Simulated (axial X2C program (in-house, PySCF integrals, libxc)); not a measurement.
# Linear OGaO⁺ at several levels

One table from this session's results is given with a row withheld; the runs are named, their logs left out.

Computed with an in-house X2C program for linear molecules on PySCF integrals. Level: all-electron X2C, two-component (2c) or spin-free, O dyall-av3z, Ga dyall-v3z.

All values are calculated.

2 further runs of the same task are left out: 2 set aside as unsound or not needed.

Set-up of the first run:

The input, task.json:

```json
{"zs": [8, 31, 8], "q": 1, "bas": ["dyall-av3z", "dyall-v3z", "dyall-av3z"], "r0": [1.74, 1.74], "symm": 1, "scan": ["PBE0", "HF", "TPSSh"], "levels": ["PBE0", "HF", "LDA"], "nst": 2}
```

Keys: zs atomic numbers; q charge; bas basis sets; r0 starting distance in Å; symm equal bonds; scan levels of the two-bond scan (MP2 follows by itself at each HF point); levels methods; nst determinants followed.

Started as:

```sh
> python solin.py task.json out
```

Masses O 15.995, Ga 68.926, O 15.995 u.

Steps of the session up to this table: Scan at PBE0, 2c; Scan at HF, 2c; Scan at TPSSh, 2c.

One of the session's tables, all rows but one given; the rest of the session is left out.

```
           level  r(O–Ga) (Å)  r(Ga–O) (Å)  lower stretch (cm⁻¹)  upper stretch (cm⁻¹)
        PBE0, 2c        1.745        1.745                 671.6                 836.9
          HF, 2c        1.732        1.732                 724.3                 885.7
       TPSSh, 2c        1.753        1.753                 657.9                 822.3
         MP2, 2c        1.746        1.746                 680.8                 857.1
 PBE0, spin-free        1.745        1.745                 671.4                 836.6
   HF, spin-free        1.732        1.732                 724.3                 885.6
TPSSh, spin-free            ?            ?                     ?                     ?
  MP2, spin-free        1.746        1.746                 680.7                 857.0
```

Q: Estimate the row for TPSSh, spin-free from the others.

As computed: r(O–Ga) (Å): 1.753; r(Ga–O) (Å): 1.753; lower stretch (cm⁻¹): 657.7; upper stretch (cm⁻¹): 822.0.

Scans not shown above were run alike.

To keep in mind: The molecule was held linear; bending was not examined, so a bent shape may lie lower. Note: functional without a current term on a determinant with orbital currents, of the molecule or an atom.
